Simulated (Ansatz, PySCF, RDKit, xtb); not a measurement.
**Which structure has the formula C2H7Te+?**

Given the formula C2H7Te+ (charge +1) and nothing else, which arrangement of the atoms is the most stable in the gas at 298.15 K, and what are its properties?

Plan: many cheap relaxations first (GFN2-xTB), then density-functional screening, relaxation at r2SCAN-D4/def2-SVP, vibrations and a final energy. The numbers are computed, not measured.

6 further runs of the same task are left out: 6 set aside as unsound or not needed.

### Step 1. Candidates

A program enumerates the bonding patterns with one Lewis structure each (two rings at most, one unusual centre or charged pair), with their diastereomers. O–O, O–halogen and N–halogen bonds and N–N–N chains are not drawn. That gives 2 candidates.

| label | SMILES | spin |
| --- | --- | --- |
| c329 | C[TeH+]C | singlet |
| c457 | CC[TeH2+] | singlet |

Candidates are built by distance geometry, with a force field where one applies, in up to four conformers (letters a to d). 6 starts with atoms placed at random are added, to find patterns that the rules miss.

**Question.** With final energies at CCSD(T)/def2-TZVP, which structure will this search put lowest in free energy, and by what margin?

| quantity | value |
| --- | --- |
| lowest structure found | C[TeH+]C, singlet, Cs |
| next finalist | CC[TeH2+], singlet, 10.4 kcal/mol higher in G |
| share at equilibrium, among the finalists | 100.0 % |
| harmonic wavenumbers, lowest and highest (r2SCAN-D4/def2-SVP) | 124 and 3220 cm⁻¹ |
| rotational constants, same geometry | 0.2767, 0.1861, 0.1209 cm⁻¹ |
| HOMO energy (PBE0/def2-TZVPD) | -14.03 eV |
| LUMO energy (PBE0/def2-TZVPD) | -6.17 eV |
| HOMO–LUMO gap (PBE0/def2-TZVPD) | 7.86 eV |
| lowest excitation (TD-B3LYP/def2-SVPD) | 6.58 eV (f = 0.039) |
| strongest of the states computed, same level | 8.16 eV (f = 0.164) |
| lowest triplet excitation, same level, Tamm-Dancoff | 5.55 eV |
| vertical ionisation energy | 16.20 eV |
| vertical recombination energy (electron added) | 4.36 eV |
| vertical triplet less singlet | +5.53 eV |

The search ends on `C[TeH+]C`. Among the finalists first place is clear (10.4 kcal/mol); structures outside the list aren't covered. GFN2-xTB, HF/STO-3G, r2SCAN-D4/def2-SVP, r2SCAN-D4/def2-SVP, relaxed, HF/def2-TZVP and MP2/def2-TZVP already put its bonding pattern lowest among the structures in one piece. Spin-orbit coupling, which matters for elements this heavy, is left out. The search is not exhaustive (a finite list of starts, one conformer a finalist), so a lower isomer can't be ruled out. Patterns outside the rules of the enumeration were met only by chance.
